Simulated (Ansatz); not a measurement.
# CH₂BFS: a ladder of functionals and wavefunction methods

An exercise on one series of results from a longer session: the logs are not shown, and one member is left open.

The runs use Ansatz 0.2.0, Gaussian basis; functionals in def2-TZVPP, the program's frozen cores in correlated methods.

Levels to be run: LDA (SPW92), PBE-D4, revPBE-D4, BLYP-D4, r2SCAN-D4, B97M-V, PBE0-D4, B3LYP-D4, r2SCANh-D4, r2SCAN0-D4, HSE06-D4, BHLYP-D4, CAM-B3LYP-D4, LC-ωPBE, ωB97X-V, ωB97M-V, B2PLYP, PBE-QIDH; CCSD(T)/def2-SVP; CCSD(T)/def2-TZVPP; MP2/def2-QZVPP; extrapolation to the limit; RPA on PBE.

## The relaxed structure

All runs share one geometry, relaxed beforehand with PBE0-D4 in a triple-zeta def2 set.

SMILES `FB1CS1`, 6 atoms, charge 0, spin multiplicity 1.

Atoms are counted from 1 here; the program's logs count them from 0.

Bond lengths: F1–B2 1.307 Å, B2–C3 1.522 Å, B2–S4 1.743 Å, C3–S4 1.898 Å, C3–H5 1.086 Å, C3–H6 1.086 Å. Angles: F1–B2–C3 145.9°, F1–B2–S4 143.3°, C3–B2–S4 70.7°, B2–C3–S4 60.1°, B2–C3–H5 121.7°, B2–C3–H6 121.7°, S4–C3–H5 113.3°, S4–C3–H6 113.3°, H5–C3–H6 113.7°, B2–S4–C3 49.2°.

Set-up of the first run:

The input, in.yaml:

```yaml
crystal:
  periodic: [false, false, false]
  atoms:
    - {symbol: F, position_ang: [-0.281898, -2.086723, 0.294345]}
    - {symbol: B, position_ang: [-0.325683, -0.816470, -0.009438]}
    - {symbol: C, position_ang: [0.385702, 0.526151, 0.078141]}
    - {symbol: S, position_ang: [-1.292947, 0.399633, -0.799368]}
    - {symbol: H, position_ang: [1.202231, 0.783419, -0.590735]}
    - {symbol: H, position_ang: [0.354595, 1.129991, 0.980755]}
basis:
  gaussian: {orbitals: def2-TZVPP}
hamiltonian: {xc: lda}
output: {orbitals: {seedname: orbitals}}
```

On the command line:

```sh
> ansatz run in.yaml --threads 2 --pin off --events-out ev --progress --plain --max-ram 4352MiB
```

Among the steps run: LDA; PBE-D4 (GGA); revPBE-D4 (GGA); BLYP-D4 (GGA); r2SCAN-D4 (meta-GGA); B97M-V (meta-GGA); B3LYP-D4 (hybrid); r2SCANh-D4 (hybrid); r2SCAN0-D4 (hybrid); HSE06-D4 (hybrid); BHLYP-D4 (hybrid); CAM-B3LYP-D4 (range-separated); LC-ωPBE (range-separated); ωB97X-V (range-separated); ωB97M-V (range-separated); B2PLYP (double hybrid); PBE-QIDH (double hybrid).

One table of the session follows, with a row left open; its other results are not shown here.

| functional | HOMO (eV) | gap (eV) |
| --- | --- | --- |
| LDA (SPW92) | -6.63 | 4.91 |
| PBE-D4 | -6.51 | 5.04 |
| revPBE-D4 | -6.46 | 5.10 |
| BLYP-D4 | -6.33 | 5.03 |
| r2SCAN-D4 | -6.75 | 5.64 |
| B97M-V | -6.80 | 5.75 |
| PBE0-D4 | -7.71 | 7.22 |
| B3LYP-D4 | -7.45 | 6.76 |
| r2SCANh-D4 | -7.19 | 6.42 |
| r2SCAN0-D4 | -7.86 | 7.59 |
| HSE06-D4 | -7.30 | 6.43 |
| BHLYP-D4 | -8.75 | 9.34 |
| CAM-B3LYP-D4 | -9.00 | 9.67 |
| LC-ωPBE | -10.40 | 12.24 |
| ωB97X-V | ? | ? |
| ωB97M-V | -9.86 | 11.36 |

**Question.** Estimate the row for ωB97X-V.

As computed: HOMO (eV): -10.03; gap (eV): 11.81. In the column «HOMO (eV)» it lies between LC-ωPBE (-10.40) and ωB97M-V (-9.86).
